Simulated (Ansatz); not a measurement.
# Lutetium, dhcp under RPBE: from relaxation to bulk modulus

What does RPBE give for lutetium in the dhcp structure? We relax it, solve it on a dense k-mesh, then scale the cell to 7 volumes from 88 to 112 % of the relaxed one and try a fit of the equation of state. Spin polarisation is left out. The k-meshes are 10×10×3 for the relaxation; 14×14×4 for the dense run; 12×12×4 for the volumes.

Program: Ansatz 0.2.0. Level of theory: DFT RPBE, plane waves (420 eV) with PAW, scalar-relativistic; PAW files made under PBE, frozen cores solved again for the functional. These are calculated values, not measurements.

**1. The system as given**

It takes space group P6_3/mmc (No. 194, hexagonal). The conventional cell has a = 3.468 Å, b = 3.468 Å, c = 11.327 Å, α = 90.00°, β = 90.00°, γ = 120.00°. Lu (site symmetry -3m) is surrounded by 12 Lu at 3.47 Å. Around Lu (site symmetry -6m2) lie 12 Lu at 3.47 Å.

As a file:

```cif
data_structure
_symmetry_space_group_name_H-M 'P6_3/mmc'
_symmetry_Int_Tables_number 194
_cell_length_a 3.4681
_cell_length_b 3.4681
_cell_length_c 11.3269
_cell_angle_alpha 90.000
_cell_angle_beta 90.000
_cell_angle_gamma 120.000
_cell_volume 117.99
loop_
_atom_site_label
_atom_site_type_symbol
_atom_site_symmetry_multiplicity
_atom_site_Wyckoff_symbol
_atom_site_fract_x
_atom_site_fract_y
_atom_site_fract_z
_atom_site_occupancy
Lu1 Lu 2 a 0.00000 0.00000 0.00000 1
Lu2 Lu 2 c 0.33333 0.66667 0.25000 1
```

**2. Geometry optimisation**

File input.yaml:

```yaml
crystal:
  lattice:
    - [3.4681188152, 0.0, 0.0]
    - [-1.7340594076, 3.0034789973, 0.0]
    - [0.0, 0.0, 11.3268760505]
  atoms:
    - { symbol: Lu, position: [0.0, 0.0, 0.0] }
    - { symbol: Lu, position: [0.0, 0.0, 0.5] }
    - { symbol: Lu, position: [0.3333333333, 0.6666666667, 0.25] }
    - { symbol: Lu, position: [0.6666666667, 0.3333333333, 0.75] }
hamiltonian:
  xc: rpbe
  pseudopotentials:
    kind: paw
    azcp:
      Lu: "pseudopotentials/Lu.paw.azcp"
basis:
  ecutwfc: 420
  fft_grid_basis: typed
kpoints:
  mp_grid: { grid: [10, 10, 3], shift: [0, 0, 0] }
magnetization:
  spin_polarized: false
scf:
  occupations: { method: fermi_dirac, width: 0.1 }
relax:
  max_steps: 60
  f_tol: 0.01
  cell: {}
output:
  write_density: true
  write_potential: true
  elf: true
  volumetric_format: npy
```

Run with:

```sh
$ ansatz run input.yaml --threads 2 --pin off --max-ram 5120MiB --backend cpu --events-out ev --progress --plain --runs-dir out
```

The runs that follow: Dense single point; The cell scaled to 88 % of its volume; The cell scaled to 92 % of its volume; The cell scaled to 96 % of its volume; The cell scaled to 100 % of its volume; The cell scaled to 104 % of its volume; The cell scaled to 108 % of its volume; The cell scaled to 112 % of its volume.

**Question.** What will these runs give? Wanted: space group; conventional cell; volume; shortest distance; gap on the mesh; relative to hcp; highest ELF outside the cores; V₀, B₀, B₀′.

The runs gave:

```
                      quantity                                    value
space group (spins left aside)                       P6_3/mmc (No. 194)
             conventional cell  a = 3.532 Å, c = 11.317 Å (c/a = 3.204)
                        volume                           30.561 Å³/atom
             shortest distance                                  3.487 Å
               gap on the mesh             none (levels filled in part)
               relative to hcp                             +23 meV/atom
 highest ELF outside the cores       0.72, 2.47 Å from the nearest atom
                   V₀, B₀, B₀′              30.432 Å³/atom, 40 GPa, 3.1
```

From the guessed start the volume grew by 3.6 % in 5 steps. Against the reference form of lutetium (hcp, computed apart with the same settings) it stands 23 meV/atom higher. No gap shows: it is a metal or semimetal at this level. B₀ comes out at 40 GPa; letting shape and positions relax at each volume could only lower it. Relaxation kept the symmetry; phonons were not checked.
